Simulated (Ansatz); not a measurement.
**FH4InSi: small, medium and large basis sets**

Aim: see how fast density functionals converge with the basis set for FH4InSi.

Program: Ansatz 0.2.0, Gaussian basis. Level of theory: one geometry, several basis sets. These are calculated values, not measurements.

Levels to be run: PBE0-D4/def2-SVP; ωB97M-V/def2-SVP; PBE0-D4/def2-QZVPP; ωB97M-V/def2-QZVPP; the functionals' def2-TZVPP values are taken from earlier runs.

## (1) The geometry

The geometry comes from an earlier relaxation with PBE0-D4 in a triple-zeta def2 set; it is a stationary point, not always the lowest conformer. In takes the def2 core potential; no spin-orbit term is included.

7 atoms, charge 0, spin multiplicity 1.

Atoms are counted from 1 here; the program's logs count them from 0.

Bond lengths: F1–In2 1.968 Å, In2–Si3 2.559 Å, In2–H4 1.714 Å, Si3–H5 1.486 Å, Si3–H6 1.486 Å, Si3–H7 1.487 Å. Angles: F1–In2–Si3 109.2°, F1–In2–H4 109.4°, Si3–In2–H4 141.4°, In2–Si3–H5 109.2°, In2–Si3–H6 109.1°, In2–Si3–H7 111.4°, H5–Si3–H6 109.2°, H5–Si3–H7 109.0°, H6–Si3–H7 109.0°.

Geometry (Å):

```xyz
7

F    -0.1960   -2.3400    1.2988
In   -0.7560   -1.1649   -0.1768
Si    0.5280    1.0431   -0.0286
H    -1.9378   -1.9659   -1.1253
H     1.9860    0.7659   -0.1088
H     0.2260    1.6960    1.2722
H     0.1498    1.9658   -1.1314
```

## (2) PBE0-D4 in def2-SVP

Input file in.yaml:

```yaml
crystal:
  periodic: [false, false, false]
  atoms:
    - {symbol: F, position_ang: [-0.196005, -2.339999, 1.298762]}
    - {symbol: In, position_ang: [-0.756006, -1.164934, -0.176811]}
    - {symbol: Si, position_ang: [0.527959, 1.043122, -0.028571]}
    - {symbol: H, position_ang: [-1.937804, -1.965851, -1.125348]}
    - {symbol: H, position_ang: [1.986018, 0.765894, -0.108782]}
    - {symbol: H, position_ang: [0.225991, 1.695993, 1.272156]}
    - {symbol: H, position_ang: [0.149848, 1.965774, -1.131407]}
basis:
  gaussian: {orbitals: def2-SVP}
hamiltonian: {xc: pbe0, dispersion: d4}
output: {orbitals: {seedname: orbitals}}
```

The runs that follow: ωB97M-V in def2-SVP; PBE0-D4 in def2-QZVPP; ωB97M-V in def2-QZVPP.

Q: Predict the results of all the runs planned. Wanted: PBE0-D4: double and triple zeta above quadruple; ωB97M-V: double and triple zeta above quadruple.

The runs gave:

```
                                       quantity          value
PBE0-D4: double and triple zeta above quadruple  7.03, 0.48 eV
ωB97M-V: double and triple zeta above quadruple  7.16, 0.46 eV
```

**Reading.** For PBE0-D4 the step from double to triple zeta gains 6.55 eV and the next only 0.48 eV. Total energies overstate the basis error of differences, where much of it tends to cancel.
